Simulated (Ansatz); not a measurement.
# ClH₃NSb, SMILES [NH2][SbH][Cl]: the energy of protonation at one site

Program: Ansatz's Python interface.

At the Python prompt:
```pycon
>>> import ansatz
>>> from ase import Atoms
>>> import numpy as np
>>> BASIS_SET = "def2-SVP"
>>> FUNCTIONAL = "pbe0"
>>> VDW = "d3bj"
>>> NET_CHARGE = 1
>>> FMAX = 0.01
>>> atoms = Atoms(["N", "Sb", "Cl", "H", "H", "H"], positions=[
...     (-0.8805, -0.0403, -0.6335),
...     (-0.0624, 0.041, 1.2571),
...     (1.1321, -1.9774, 0.8062),
...     (-1.2709, 0.96, -0.8076),
...     (-0.1485, -0.1069, -1.3514),
...     (1.2722, 1.0595, 0.6831),
... ])
>>> clh3nsb = ansatz.Crystal.molecule_from_ase(atoms)
>>> model = clh3nsb.calculation()
>>> model = model.basis(gaussian=BASIS_SET)
>>> model = model.functional(FUNCTIONAL, dispersion=VDW)
>>> symbols = [site.symbol for site in clh3nsb.cartesian_sites]
>>> start = np.array([site.position_ang for site in clh3nsb.cartesian_sites], dtype=float)
>>> data = model.relax(force_tolerance=0.01).run().report
>>> end = np.array(data["positions_ang"])
>>> # put the proton on the side away from the neighbours, slightly off axis
>>> away = sum((end[0] - end[j]) / np.linalg.norm(end[0] - end[j]) for j in [1, 3, 4]) + np.array([0.15, 0.1, -0.2])
>>> proton = end[0] + 1.0 * away / np.linalg.norm(away)
>>> acid = ansatz.Crystal.molecule()
>>> for symbol, place in zip(symbols, end):
...     acid = acid.atom(symbol, place.tolist())
...
>>> acid = acid.atom("H", proton.tolist())
>>> protonated = (
...     acid.calculation()
...     .basis(gaussian=BASIS_SET)
...     .functional(FUNCTIONAL, dispersion=VDW)
...     .charge(NET_CHARGE)
...     .relax(force_tolerance=FMAX, max_steps=80)
... )
>>> after = protonated.run().report
>>> xyz = np.array(after["positions_ang"])
>>> reach = np.linalg.norm(xyz[:-1] - xyz[-1], axis=1)
>>> print(f"base {data['free_energy_ev']:.5f} eV, protonated {after['free_energy_ev']:.5f} eV")
base -20589.20308 eV, protonated -20598.97472 eV
>>> print(f"the proton ends {reach.min():.3f} A from {symbols[reach.argmin()]}{reach.argmin()}")
the proton ends 1.026 A from N0
>>> print(f"electronic proton affinity {(data['free_energy_ev'] - after['free_energy_ev']):.3f} eV")
electronic proton affinity 9.772 eV
```

Reading the output:
- Total energies depend on the basis set; only differences at equal settings carry meaning.
- The proton is put on one chosen atom, which needn't be the most basic site, so the molecule's proton affinity can be higher; the ends are stationary points, not checked by frequencies, and zero-point and thermal terms count only where printed.
- def2 sets replace the cores of elements past krypton by effective core potentials.
- Run time: 120 s on 1 thread of Arm Neoverse V1, on a shared host, peak memory 0.24 GiB.
